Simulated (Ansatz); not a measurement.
# Si2Sb: the cost of one run

Method: DFT PBE, scalar-relativistic, plane waves, PAW, in Ansatz 0.2.0.

1 further run of the same task is left out (it didn't finish).

## Step 1: The system as given

It takes space group P4/mbm (No. 127, tetragonal). The conventional cell has a = 6.771 Å, b = 6.771 Å, c = 2.483 Å, α = 90.00°, β = 90.00°, γ = 90.00°. Si (site symmetry m2m) is surrounded by 2 Si at 2.48 Å and 2 Sb at 2.49 Å. Around Sb (site symmetry 4/m) lie 2 Sb at 2.48 Å and 4 Si at 2.49 Å.

Coordinates:

```xyz
6
Lattice="6.7711 0.0000 0.0000 0.0000 6.7711 0.0000 0.0000 0.0000 2.4829" Properties=species:S:1:pos:R:3 pbc="T T T"
Si    1.1971    2.1885    0.0000
Si    2.1885    5.5740    0.0000
Si    5.5740    4.5827    0.0000
Si    4.5827    1.1971    0.0000
Sb    0.0000    0.0000    0.0000
Sb    3.3856    3.3856    0.0000
```

A structure generator made this guess: 4-, 6-connected net, elements by coordination (P4/mbm, No. 127). Lengths come from tabulated atomic sizes and are only a guess.

## Step 2: Probe: one point on a coarse mesh

File input.yaml:

```yaml
crystal:
  lattice:
    - [6.77112401, 0.0, 0.0]
    - [0.0, 6.77112401, 0.0]
    - [0.0, 0.0, 2.48286618]
  atoms:
    - { symbol: Si, position: [0.17679539, 0.32320461, 0.0] }
    - { symbol: Si, position: [0.32320461, 0.82320461, 0.0] }
    - { symbol: Si, position: [0.82320461, 0.67679539, 0.0] }
    - { symbol: Si, position: [0.67679539, 0.17679539, 0.0] }
    - { symbol: Sb, position: [0.0, 0.0, 0.0] }
    - { symbol: Sb, position: [0.5, 0.5, 0.0] }
basis:
  ecutwfc: 420
kpoints:
  mp_grid: { grid: [4, 4, 8] }
hamiltonian:
  xc: pbe
scf:
  occupations: { method: gaussian, width: 0.1 }
  lower_state_search: "off"
output:
  forces: true
  stress: true
  eigenvalues: true
```

Command:

```bash
$ ansatz run input.yaml --threads 1 --pin off --max-ram 2560MiB --backend cpu --events-out ev --progress --plain --runs-dir out
```

What time and memory should one allow on 1 thread of Intel Xeon Platinum 8375C at 2.90GHz (Ice Lake), shared host?

About 6.2 s, with a peak of 0.45 GiB.
